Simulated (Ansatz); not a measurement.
# C2H5NSiZn: the cost of one run

Program: Ansatz 0.2.0, Gaussian basis. Level of theory: functionals in def2-TZVPP, the program's frozen cores in correlated methods. These are calculated values, not measurements.

The runs, in order: PBE-D4, r2SCAN-D4, PBE0-D4, B3LYP-D4, ωB97X-V, ωB97M-V, B2PLYP; CCSD(T)/def2-TZVPP; MP2/def2-QZVPP; extrapolation to the limit.

## (1) The relaxed structure

All runs share one geometry, relaxed beforehand with PBE0-D4 in a triple-zeta def2 set.

SMILES `[SiH3]C1N=[C]1[ZnH]`, 10 atoms, charge 0, spin multiplicity 1.

Atoms are counted from 1 here; the program's logs count them from 0.

Bond lengths: Si1–C2 1.861 Å, Si1–H6 1.490 Å, Si1–H7 1.489 Å, Si1–H8 1.488 Å, C2–N3 1.524 Å, C2–C4 1.489 Å, C2–H9 1.091 Å, N3–C4 1.253 Å, C4–Zn5 1.928 Å, Zn5–H10 1.530 Å. Angles: C2–Si1–H6 110.0°, C2–Si1–H7 109.0°, C2–Si1–H8 112.3°, H6–Si1–H7 108.9°, H6–Si1–H8 107.9°, H7–Si1–H8 108.7°, Si1–C2–N3 119.1°, Si1–C2–C4 122.4°, Si1–C2–H9 117.4°, N3–C2–C4 49.1°, N3–C2–H9 114.0°, C4–C2–H9 116.6°, C2–N3–C4 64.0°, C2–C4–N3 66.9°, C2–C4–Zn5 151.6°, N3–C4–Zn5 141.5°, C4–Zn5–H10 178.7°.

## (2) PBE-D4 (GGA)

Input file in.yaml:

```yaml
crystal:
  periodic: [false, false, false]
  atoms:
    - {symbol: Si, position_ang: [-1.347134, -1.019461, 0.361998]}
    - {symbol: C, position_ang: [0.187044, -0.087575, 0.854228]}
    - {symbol: N, position_ang: [1.545651, -0.596895, 0.386790]}
    - {symbol: C, position_ang: [1.142835, 0.462877, -0.146507]}
    - {symbol: Zn, position_ang: [1.655168, 1.782396, -1.456063]}
    - {symbol: H, position_ang: [-2.557718, -0.206961, 0.670435]}
    - {symbol: H, position_ang: [-1.303906, -1.283808, -1.102809]}
    - {symbol: H, position_ang: [-1.472162, -2.318521, 1.077816]}
    - {symbol: H, position_ang: [0.201010, 0.368931, 1.844684]}
    - {symbol: H, position_ang: [2.032310, 2.847917, -2.487773]}
basis:
  gaussian: {orbitals: def2-TZVPP}
hamiltonian: {xc: pbe, dispersion: d4}
output: {forces: true, orbitals: {seedname: orbitals}}
```

Started as:

```
ansatz run in.yaml --threads 2 --pin off --events-out ev --progress --plain --max-ram 31744MiB --backend cpu
```

**Question.** How long does this run take on 2 threads of AMD EPYC 7R13, shared host, and how much memory does it need?

About 4.3 s, with a peak of 0.42 GiB.
